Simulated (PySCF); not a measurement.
**[HfH5]-: singlet, from a square pyramidal start**

Aim: relax [HfH5]- as a singlet from a square pyramidal start, check by its vibrations whether the end is a minimum, and collect its spectrum and constants.

Program: PySCF 2.14.0. Level of theory: PBE0, basis Hf def2-TZVPD with ECP60, H def2-TZVPD, scalar-relativistic core potentials, no spin–orbit coupling, density fitting. These are calculated values, not measurements.

### 1 The starting structure

6 atoms, charge -1, spin multiplicity 1.

Bond lengths: Hf1–H2 1.840 Å, Hf1–H3 1.840 Å, Hf1–H4 1.840 Å, Hf1–H5 1.840 Å, Hf1–H6 1.840 Å. Angles: H2–Hf1–H3 102.0°, H2–Hf1–H4 102.0°, H2–Hf1–H5 102.0°, H2–Hf1–H6 102.0°, H3–Hf1–H4 87.5°, H3–Hf1–H5 156.0°, H3–Hf1–H6 87.5°, H4–Hf1–H5 87.5°, H4–Hf1–H6 156.0°, H5–Hf1–H6 87.5°.

Coordinates in bohr (charge -1 multiplicity 1):
```
Hf    0.0000    0.0000    0.0000
H     0.0000    0.0000    3.4771
H     3.4011    0.0000   -0.7230
H     0.0000    3.4011   -0.7230
H    -3.4011    0.0000   -0.7230
H     0.0000   -3.4011   -0.7230
```

### 2 Finding the electronic state

The steps below are one call of a driver around PySCF. For each, scf.py gives the equivalent set-up of the SCF; relaxations use the driver's own optimiser. After this first run the driver tries any further starts and a stability analysis.

Contents of scf.py:

```python
from pyscf import gto, scf, dft
mol = gto.M(atom='''
Hf     0.000000     0.000000     0.000000
H      0.000000     0.000000     1.840000
H      1.799800     0.000000    -0.382600
H      0.000000     1.799800    -0.382600
H     -1.799800     0.000000    -0.382600
H     -0.000000    -1.799800    -0.382600''',
    basis={'Hf': 'def2-TZVPD', 'H': 'def2-TZVPD'},
    ecp={'Hf': 'def2-TZVPD'},
    charge=-1, spin=0)
mf = dft.RKS(mol, xc='PBE0')
mf.grids.atom_grid = (50, 194)
aux = {'Hf': 'def2-universal-JKFIT', 'H': 'def2-universal-JKFIT'}
mf = mf.density_fit(auxbasis=aux)
mf.conv_tol = 1e-08
mf.diis_space = 10
mf.max_cycle = 60
mf.init_guess = 'minao'
mf.verbose = 4
mf.kernel()
```

Run with:

```bash
$ OMP_NUM_THREADS=2 python axn.py task.json out
```

The log of the run:

```text
init E= -31.5465998188128
  HOMO = -0.423893210348651  LUMO = -0.306249489608512  gap/eV = 3.20125
cycle= 1 E= -50.7972326166544  delta_E= -19.3  |g|= 0.55  |ddm|= 5.95
  HOMO = 0.0122677027165391  LUMO = 0.157956097462638  gap/eV = 3.96438
cycle= 2 E= -50.8126757594723  delta_E= -0.0154  |g|= 0.522  |ddm|= 2.27
  HOMO = -0.0714891336067721  LUMO = 0.117538802077014  gap/eV = 5.14371
cycle= 3 E= -50.9216972461183  delta_E= -0.109  |g|= 0.0323  |ddm|= 0.922
  HOMO = -0.0767390196172307  LUMO = 0.11742742315676  gap/eV = 5.28354
cycle= 4 E= -50.9220503312529  delta_E= -0.000353  |g|= 0.0112  |ddm|= 0.0584
  HOMO = -0.0759854851969545  LUMO = 0.117457822996108  gap/eV = 5.26386
cycle= 5 E= -50.922080801013  delta_E= -3.05e-05  |g|= 0.00245  |ddm|= 0.00984
  HOMO = -0.0755880527525053  LUMO = 0.117596472679952  gap/eV = 5.25682
cycle= 6 E= -50.9220824985043  delta_E= -1.7e-06  |g|= 0.000466  |ddm|= 0.0024
  HOMO = -0.0757108187678492  LUMO = 0.117515965855251  gap/eV = 5.25797
cycle= 7 E= -50.9220826332037  delta_E= -1.35e-07  |g|= 4.05e-05  |ddm|= 0.000958
  HOMO = -0.0757107578955211  LUMO = 0.117507880285807  gap/eV = 5.25775
cycle= 8 E= -50.9220826353372  delta_E= -2.13e-09  |g|= 4.53e-06  |ddm|= 0.000149
  HOMO = -0.0757109324600139  LUMO = 0.11750822954125  gap/eV = 5.25776
Extra cycle  E= -50.9220826353535  delta_E= -1.63e-11  |g|= 1.77e-06  |ddm|= 1.25e-05
converged SCF energy = -50.9220826353535
```

This step, with its further starts and checks, took 5.2 s on 2 threads of Arm Neoverse V2, shared host.

The starts that the driver tried:

```csv
start,energy (Eh)
the minimal-basis guess,-50.922083
a thermally smeared density,-50.922083
a smeared PBE density,-50.922083
```

No lower closed-shell solution turned up from the other starts or in the test of internal stability.

### 3 Relaxing the singlet from the square pyramidal start

The program finds C4v symmetry in the start, which this walk keeps. Threshold on the gradient: 0.0003 Eh/bohr, with a further test on the energy change.

scf.py, as its differences from that of step 2:

```diff
@@ -3,6 +3,6 @@
-Hf     0.000000     0.000000     0.000000
-H      0.000000     0.000000     1.840000
-H      1.799800     0.000000    -0.382600
-H      0.000000     1.799800    -0.382600
-H     -1.799800     0.000000    -0.382600
-H     -0.000000    -1.799800    -0.382600''',
+Hf    -0.000000     0.000000    -0.001687
+H      0.000000    -0.000000     1.838313
+H      1.799800     0.000000    -0.384287
+H     -0.000000     1.799800    -0.384287
+H     -1.799800     0.000000    -0.384287
+H     -0.000000    -1.799800    -0.384287''',
@@ -19 +18,0 @@
-mf.init_guess = 'minao'
```

Energy and gradient, step by step:

```csv
step,energy (Eh),change (kJ/mol),largest symmetric gradient (Eh/bohr)
0,-50.922083,0.00,0.04339
1,-50.932727,-27.95,0.02721
2,-50.939049,-44.54,0.00455
3,-50.939542,-45.84,0.00442
4,-50.940404,-48.10,0.00298
5,-50.940577,-48.56,0.00115
6,-50.940591,-48.59,0.00091
7,-50.940594,-48.60,0.00067
8,-50.940595,-48.60,0.00010
```

The walk took 11 s.

Geometry (Å) and forces (eV/Å) at some steps:

```
step 0
Hf   0.000   0.000  -0.002   0.000   0.000   2.231
H    0.000   0.000   1.838   0.000   0.000   0.572
H    1.800   0.000  -0.384   1.039   0.000  -0.701
H    0.000   1.800  -0.384   0.000   1.039  -0.701
H   -1.800   0.000  -0.384  -1.039   0.000  -0.701
H    0.000  -1.800  -0.384   0.000  -1.039  -0.701
step 1
Hf   0.000   0.000   0.055   0.000   0.000   1.399
H    0.000   0.000   1.912   0.000   0.000   0.433
H    1.825   0.000  -0.417   0.424   0.000  -0.458
H    0.000   1.825  -0.417   0.000   0.424  -0.458
H   -1.825   0.000  -0.417  -0.424   0.000  -0.458
H    0.000  -1.825  -0.417   0.000  -0.424  -0.458
step 4
Hf   0.000   0.000   0.196   0.000   0.000  -0.153
H    0.000   0.000   2.122   0.000   0.000  -0.022
H    1.797   0.000  -0.505  -0.138   0.000   0.044
H    0.000   1.797  -0.505   0.000  -0.138   0.044
H   -1.797   0.000  -0.505   0.138   0.000   0.044
H    0.000  -1.797  -0.505   0.000   0.138   0.044
step 8
Hf   0.000   0.000   0.201   0.000   0.000   0.005
H    0.000   0.000   2.129   0.000   0.000  -0.001
H    1.775   0.000  -0.508   0.001   0.000  -0.001
H    0.000   1.775  -0.508   0.000   0.001  -0.001
H   -1.775   0.000  -0.508  -0.001   0.000  -0.001
H    0.000  -1.775  -0.508   0.000  -0.001  -0.001
```

End point (C4v, 8 steps, 48.6 kJ/mol gained): Hf–H 1.911 Å (×4), Hf–H 1.928 Å; H–Hf–H 82.1° (×4), H–Hf–H 111.8° (×4), H–Hf–H 136.5° (×2).

### 4 Frequencies

The point is checked on the finer grid, and tightened if its gradient asks for it. The Hessian and the dipole derivatives come from central differences of analytic gradients, with steps of 0.02 bohr.

scf.py, as its differences from that of step 3:

```diff
@@ -3,6 +3,6 @@
-Hf    -0.000000     0.000000    -0.001687
-H      0.000000    -0.000000     1.838313
-H      1.799800     0.000000    -0.384287
-H     -0.000000     1.799800    -0.384287
-H     -1.799800     0.000000    -0.384287
-H     -0.000000    -1.799800    -0.384287''',
+Hf     0.000000    -0.000000     0.004935
+H      0.000000    -0.000000     1.933213
+H      1.775154     0.000000    -0.703601
+H     -0.000000     1.775154    -0.703601
+H     -1.775154     0.000000    -0.703601
+H     -0.000000    -1.775154    -0.703601''',
@@ -13 +13 @@
-mf.grids.atom_grid = (50, 194)
+mf.grids.atom_grid = (75, 302)
@@ -16 +16 @@
-mf.conv_tol = 1e-08
+mf.conv_tol = 1e-10
```

This SCF starts from the last density.

SCF at the final geometry:

```text
init E= -50.9406315103349
  HOMO = -0.0845843298144692  LUMO = 0.116990989251314  gap/eV = 5.48514
cycle= 1 E= -50.9406315103353  delta_E= -3.84e-13  |g|= 4.06e-06  |ddm|= 8.34e-06
  HOMO = -0.084583474724733  LUMO = 0.116991434552761  gap/eV = 5.48513
Extra cycle  E= -50.9406315103352  delta_E= 8.53e-14  |g|= 4.08e-06  |ddm|= 8.98e-06
converged SCF energy = -50.9406315103352
```

The whole step took 22 s.

Geometry: C4v; Hf–H 1.911 Å (×4), Hf–H 1.928 Å; H–Hf–H 82.1° (×4), H–Hf–H 111.8° (×4), H–Hf–H 136.5° (×2).

Harmonic modes (main isotopes):

| symmetry | ω (cm⁻¹) | IR (km/mol) | μ (u) | type |
| --- | --- | --- | --- | --- |
| b1 | 344 | 0.0 | 1.01 | bend |
| e | 419 | 389 | 1.02 | bend |
| e | 576 | 206 | 1.01 | bend |
| a1 | 633 | 154 | 1.02 | bend |
| b2 | 799 | 0.0 | 1.01 | bend |
| e | 1467 | 2491 | 1.02 | stretch |
| b1 | 1487 | 0.0 | 1.01 | stretch |
| a1 | 1495 | 866 | 1.02 | stretch |
| a1 | 1629 | 17.5 | 1.01 | stretch |

All wavenumbers are real: a minimum.

Properties at this point:

```
Dipole moment about the centre of mass                          : 2.10 D
Highest occupied level                                          : -2.30 eV
Lowest empty level                                              : 3.18 eV
Rotational constants                                            : 1.391, 1.391, 1.327 cm⁻¹
Zero-point energy                                               : 67.7 kJ/mol
Principal polarisabilities                                      : 64.6, 76.6, 76.6 bohr³
Principal traceless quadrupole moments about the centre of mass : -1.34, -1.34, 2.67 D Å
Entropy at 298.15 K and 1 bar                                   : 261.7 J/(mol K)
Heat capacity Cp at 298.15 K                                    : 69.2 J/(mol K)
Enthalpy at 298.15 K above 0 K                                  : 13.97 kJ/mol
Rotational symmetry number                                      : 4
```

Charges (e) and bond orders:

| atom | Mulliken | Löwdin | polar tensor | Mayer order to Hf1 |
| --- | --- | --- | --- | --- |
| Hf1 | 0.04 | 0.28 | 1.43 | – |
| H2 | -0.33 | -0.26 | -0.50 | 0.91 |
| H3,4,5,6 | -0.18 | -0.26 | -0.48 | 0.91 |

Outer orbital energies (eV). occupied: -31.06, -30.97, -30.97, -4.77, -3.30, -2.76, -2.30, -2.30; empty: 3.18, 3.18, 3.34, 3.54.

Mulliken populations on Hf1 (outside its core potential): s 3.12, p 6.83, d 1.96, f 0.04.

### 5 Would spin polarisation lower it?

At the lowest minimum the closed shell is tested against spin polarisation, on the (50, 194) grid. It is stable.

### 6 Outcome

```
                            quantity                                                                                       value
                             minimum                                                                                singlet, C4v
                            geometry  Hf–H 1.911 Å (×4), Hf–H 1.928 Å; H–Hf–H 82.1° (×4), H–Hf–H 111.8° (×4), H–Hf–H 136.5° (×2)
                  wavenumbers (cm⁻¹)   344 (b1), 419 (e), 576 (e), 633 (a1), 799 (b2), 1467 (e), 1487 (b1), 1495 (a1), 1629 (a1)
      dipole moment (centre of mass)                                                                                      2.10 D
highest occupied, lowest empty level                                                                              -2.30, 3.18 eV
          polar-tensor charge of Hf1                                                                                     +1.43 e
                   zero-point energy                                                                                 67.7 kJ/mol
                 entropy at 298.15 K                                                                             261.7 J/(mol K)
```

The square pyramidal start keeps its C4v symmetry and ends in a minimum. In the infrared the band at 1467 cm⁻¹ (e, stretch) leads. Only this shape and spin were tried, so other structures or states may lie lower. With an element this heavy the missing spin–orbit coupling can shift these numbers.

The search up to here took 40 s on 2 threads of Arm Neoverse V2, shared host.
